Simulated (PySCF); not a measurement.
# CH11PSi3: the cost of one run

Computed with PySCF 2.14.0 and routines of our own; the level stands in each step. Atoms count from 0.

### 1 The starting structure

16 atoms, charge 0, multiplicity 1; geometry from: PBE0-D3(BJ)/def2-SVP.

### 2 Magnetic properties: GIAO CAM-B3LYP/pcSseg-1

What the job is given:

```
{"job": {"kind": "mag", "xc": "CAM-B3LYP", "basis": "pcSseg-1", "isotopologues": 2}, "charge": 0, "multiplicity": 1}
Si    -2.059696    -1.053794    -0.007952
C     -1.018819    -0.384105     1.409687
Si     0.596843     0.465790     0.920398
Si     1.940785    -0.947331    -0.387491
P      0.328725     2.378623    -0.271782
H     -2.545242     0.058049    -0.880997
H     -1.240485    -1.983789    -0.846245
H     -3.245715    -1.800787     0.511559
H     -1.627396     0.324706     1.997804
H     -0.767741    -1.224732     2.080856
H      1.350967     0.851067     2.156241
H      1.411913    -1.021245    -1.784968
H      3.341835    -0.427890    -0.435880
H      1.956561    -2.330690     0.185108
H     -0.721090     2.880608     0.559241
H     -0.571011     1.780915    -1.207090
```

With the program's defaults for keys left out, this is: GIAO CAM-B3LYP/pcSseg-1 magnetisability, rotational g tensor and spin-rotation constants, non-relativistic, gas phase.

Launch:

```console
$ OMP_NUM_THREADS=1 python excited_run.py task.json out
```

The driver reads the jobs from task.json and runs them one after another.

Q: Estimate the wall time and peak memory of this first job on 1 thread of Arm Neoverse V2, shared host.

About 39 s, with a peak of 0.84 GiB.
